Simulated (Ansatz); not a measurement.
# CH6GeO (SMILES C[O][GeH3]): BHLYP/cc-pVDZ

Aim: the vertical singlet–triplet gap of CH6GeO at BHLYP/cc-pVDZ, from 2 runs. 

Program for the calculation: Ansatz 0.2.0.

64 further runs of the same task are left out: 64 set aside as unsound or not needed.

### 1 The structure to begin with

CH6GeO: 9 atoms, total charge 0, spin state singlet. SMILES: `C[O][GeH3]`. The coordinates come from a PBE0-D4/def2-TZVP relaxation.

Bond lengths: C1–O2 1.406 Å, O2–Ge3 1.779 Å, C1–H4 1.093 Å, C1–H5 1.099 Å, C1–H6 1.099 Å, Ge3–H7 1.542 Å, Ge3–H8 1.531 Å, Ge3–H9 1.542 Å. Some angles: C1–O2–Ge3 117.8°, O2–C1–H4 108.1°, O2–C1–H5 112.2°, O2–C1–H6 112.2°, O2–Ge3–H7 108.9°, O2–Ge3–H8 104.9°, O2–Ge3–H9 108.9°, H4–C1–H5 108.0°, H4–C1–H6 108.0°, H5–C1–H6 108.1°.

### 2 A single-point energy at BHLYP/cc-pVDZ

input.yaml reads:

```yaml
crystal:
  periodic: [false, false, false]
  atoms:
    - {symbol: C, position_ang: [-0.461600, 0.939500, -0.879600]}
    - {symbol: O, position_ang: [-0.657300, -0.383600, -0.447300]}
    - {symbol: Ge, position_ang: [0.409500, -1.004400, 0.834300]}
    - {symbol: H, position_ang: [-1.194400, 1.152600, -1.661500]}
    - {symbol: H, position_ang: [0.540900, 1.094500, -1.301500]}
    - {symbol: H, position_ang: [-0.607700, 1.666800, -0.069200]}
    - {symbol: H, position_ang: [1.870200, -0.939000, 0.345100]}
    - {symbol: H, position_ang: [-0.054100, -2.444000, 1.070300]}
    - {symbol: H, position_ang: [0.242900, -0.128600, 2.092200]}
basis:
  gaussian:
    orbitals: cc-pVDZ
hamiltonian:
  xc: {name: BHLYP}
accuracy: high
output: {orbitals: {seedname: orbitals}}
```

Command:

```sh
$ ansatz run input.yaml --threads 1 --pin off --max-ram 3480MiB --events-out events.jsonl --progress --plain --runs-dir runs
```

The program printed:

```text
Warning: RAYON_NUM_THREADS=1 ignored (pool sized by the plan → 1); use --threads N
Functional definition: BHLYP
  name "BHLYP"
  parameter a = 0.5
  exchange = (1 - a)*b88_x + a*exact_x
  correlation = lyp_c
2014 factors; integrals over basis functions are off by at most 4.4e-9 eV
mean field evaluation 1: about -59693.6557 eV, gradient 3.7e1 eV
mean field evaluation 2: about -59692.3624 eV, gradient 4.7e1 eV
mean field evaluation 4: about -59696.4152 eV, gradient 1.5e0 eV
mean field evaluation 8: about -59696.7445 eV, gradient 5.1e-2 eV
mean field evaluation 16: about -59696.7445 eV, gradient 9.2e-6 eV
mean field -59696.74452015 eV, -2193.8148972089 hartree, gradient 2.6e-8 eV, S^2 0.000000; 0 other end points of the search recorded, 0 dependent functions left out
reference -59696.74454816 eV, -2193.8148982380 hartree; 26, 26 occupied and 59, 59 virtual orbitals, 2014 factors
Total energy: -59696.74454816 eV, -2193.8148982380 hartree
```

It took 8.1 s on 1 thread of Arm Neoverse V2, shared host; peak memory 0.3 GiB.

### 3 The triplet

job.yaml reads:

```yaml
crystal:
  periodic: [false, false, false]
  atoms:
    - {symbol: C, position_ang: [-0.461600, 0.939500, -0.879600]}
    - {symbol: O, position_ang: [-0.657300, -0.383600, -0.447300]}
    - {symbol: Ge, position_ang: [0.409500, -1.004400, 0.834300]}
    - {symbol: H, position_ang: [-1.194400, 1.152600, -1.661500]}
    - {symbol: H, position_ang: [0.540900, 1.094500, -1.301500]}
    - {symbol: H, position_ang: [-0.607700, 1.666800, -0.069200]}
    - {symbol: H, position_ang: [1.870200, -0.939000, 0.345100]}
    - {symbol: H, position_ang: [-0.054100, -2.444000, 1.070300]}
    - {symbol: H, position_ang: [0.242900, -0.128600, 2.092200]}
basis:
  gaussian:
    orbitals: cc-pVDZ
magnetization:
  spin_polarized: true
  initial_magnetization: 2
hamiltonian:
  xc: {name: BHLYP}
accuracy: high
output: {orbitals: {seedname: orbitals}}
```

Command:

```sh
$ ansatz run job.yaml --threads 1 --pin off --max-ram 3480MiB --events-out events.jsonl --progress --plain --runs-dir runs
```

The program printed:

```text
Warning: RAYON_NUM_THREADS=1 ignored (pool sized by the plan → 1); use --threads N
[... 5 set-up lines as earlier in the session ...]
2014 factors; integrals over basis functions are off by at most 4.4e-9 eV
mean field evaluation 1: about -59686.9543 eV, gradient 2.3e1 eV
mean field evaluation 2: about -59685.4388 eV, gradient 3.3e1 eV
mean field evaluation 4: about -59690.1404 eV, gradient 3.6e0 eV
mean field evaluation 8: about -59690.2969 eV, gradient 1.3e-1 eV
mean field evaluation 16: about -59690.2977 eV, gradient 1.2e-3 eV
mean field evaluation 32: about -59690.2977 eV, gradient 3.7e-7 eV
mean field -59690.29770644 eV, -2193.5779811746 hartree, gradient 6.1e-8 eV, S^2 2.007682; 2 other end points of the search recorded, 0 dependent functions left out
reference -59690.29773352 eV, -2193.5779821699 hartree; 27, 25 occupied and 58, 60 virtual orbitals, 2014 factors
Total energy: -59690.29773352 eV, -2193.5779821699 hartree
```

Run time: 16 s. Hardware: 1 thread of Arm Neoverse V2, shared host; peak memory 0.43 GiB.

### 4 What came out

At BHLYP/cc-pVDZ:

```
                                        quantity           value
                           singlet: total energy  -2193.81490 Eh
                            singlet: HOMO energy        -9.08 eV
                            singlet: LUMO energy         1.49 eV
                          singlet: HOMO–LUMO gap        10.57 eV
                           triplet: total energy  -2193.57798 Eh
     triplet: HOMO energy (highest over α and β)        -2.23 eV
                                   triplet: ⟨S²⟩           2.008
vertical energy of the triplet above the singlet        6.447 eV
```

At this shape the triplet lies 6.45 eV (622 kJ/mol) above the singlet.
